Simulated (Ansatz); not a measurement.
This script drives the Python package of Ansatz (0.2.0).

`formation_cr3snn.py`:
```python
from collections import Counter
from dataclasses import dataclass
import warnings

import ansatz as az
import numpy as np


@dataclass
class RunConfig:
    functional: str = 'r2SCAN'
    ecut: int = 550
    tolerance: float = 1e-07
    kspacing: float = 0.3
    smearing: str = 'cold'
    sigma: float = 0.02


settings = RunConfig()

PHASES = {
    'Cr3SnN': (
        [(3.936886, 0.0, 0.0), (0.0, 3.936886, 0.0), (0.0, 0.0, 3.936886)],
        [
            ('Cr', (0.5, 0.0, 0.5)),
            ('Cr', (0.0, 0.5, 0.5)),
            ('Cr', (0.5, 0.5, 0.0)),
            ('Sn', (0.0, 0.0, 0.0)),
            ('N', (0.5, 0.5, 0.5)),
        ],
    ),
    'Cr': (
        [(-1.44195, 1.44195, 1.44195), (1.44195, -1.44195, 1.44195), (1.44195, 1.44195, -1.44195)],
        [
            ('Cr', (0.0, 0.0, 0.0)),
        ],
    ),
    'Sn': (
        [(0.0, 3.2333428, 3.2333428), (3.2333428, 0.0, 3.2333428), (3.2333428, 3.2333428, 0.0)],
        [
            ('Sn', (0.0, 0.0, 0.0)),
            ('Sn', (0.25, 0.25, 0.25)),
        ],
    ),
    'N2': (
        [(9.0, 0.0, 0.0), (0.0, 9.5, 0.0), (0.0, 0.0, 10.0)],
        [
            ('N', (0.5, 0.5, 0.4445)),
            ('N', (0.5, 0.5, 0.5555)),
        ],
    ),
}
MOMENTS = {'Cr': 3.0}  # parallel starting moments in muB


def build(vectors, sites):
    crystal = az.Crystal(lattice=az.Lattice.of(vectors))
    for symbol, position in sites:
        crystal = crystal.atom(symbol, position)
    return crystal

POLARISED = {'Cr3SnN', 'Cr'}

GASES = {'N2'}


def compute(name, crystal):
    calc = (
        crystal.calculation()
        .functional(settings.functional)
        .basis(settings.ecut)
        .scf(tolerance=settings.tolerance)
        .kpoints(spacing=settings.kspacing)
        .occupations(settings.smearing, width=settings.sigma)
        .stress()
    )
    if name in POLARISED:
        calc = calc.spin('collinear')
    if name in GASES:
        return calc.kpoints(1, 1, 1).relax(force_tolerance=0.01, max_steps=40).run(threads=1)
    calc = calc.relax(force_tolerance=0.01, max_steps=40, cell=True)
    return calc.run(threads=1)


def counts(outcome):
    return Counter(site.symbol for site in outcome.lattice.sites)

def formation_energy(outcome, mu):
    n = counts(outcome)
    return (outcome.report['energy_sigma0_ev'] - sum(k * mu[element] for element, k in n.items())) / sum(n.values())


def volume_per_atom(outcome):
    return abs(np.linalg.det(outcome.lattice.cell_ang)) / len(outcome.lattice.sites)


def main() -> None:
    warnings.simplefilter('ignore')

    phases = {name: build(*cell) for name, cell in PHASES.items()}
    for name in ['Cr3SnN', 'Cr']:
        phases[name] = phases[name].moments({e: m for e, m in MOMENTS.items() if e in phases[name].species()})

    done = {name: compute(name, crystal) for name, crystal in phases.items()}

    references = {'Cr': 'Cr', 'Sn': 'Sn', 'N': 'N2'}
    mu = {element: done[name].report['energy_sigma0_ev'] / len(done[name].lattice.sites) for element, name in references.items()}

    target = done['Cr3SnN']
    heat = formation_energy(target, mu)
    for element, value in mu.items():
        print(f'mu({element}) = {value:.4f} eV from {references[element]}, {volume_per_atom(done[references[element]]):.2f} A^3/atom')
    print(f'formation energy of Cr3SnN: {heat:.4f} eV/atom = {96.4853 * heat:.1f} kJ/mol of atoms')


if __name__ == '__main__':
    main()
```

It is started by `python formation_cr3snn.py`. Estimate its wall time and peak memory on 1 thread of Arm Neoverse V2 (shared host).

It took about 2.4 min, with a peak of 2.5 GiB, for 4 runs of the engine.

Running `python formation_cr3snn.py` prints:
```text
mu(Cr) = -3382.4422 eV from Cr, 11.33 A^3/atom
mu(Sn) = -6038.6239 eV from Sn, 35.42 A^3/atom
mu(N) = -384.8132 eV from N2, 427.50 A^3/atom
formation energy of Cr3SnN: -0.2018 eV/atom = -19.5 kJ/mol of atoms
```

The formation energy is -0.202 eV an atom (-19.5 kJ per mole of atoms), so Cr3SnN lies below the reference phases.

Absolute energies stand on the zero of these potentials, so only differences at equal settings mean something. The SCF didn't keep the moments it started from (some shrank, vanished or turned); what is printed is the state reached. For the metals among these phases the mesh is modest: differences between phases can be off by up to 40 meV an atom. The program warned that this SCF threshold is loose for forces or stresses. r2SCAN tends to overestimate the moments of itinerant magnets. The cells come from databases of deposited and of computed structures, and not all need be stable phases. The compound is the structure given, not necessarily its lowest; energies are at zero temperature, with no correction for gases. Magnetic phases start from parallel moments and may not end in their lowest magnetic state. A semilocal functional's error on such energies is often 0.05 to 0.1 eV an atom, and 0.1 to 0.3 eV against gases such as O2 or F2. The script silences warnings, which a real study should read.
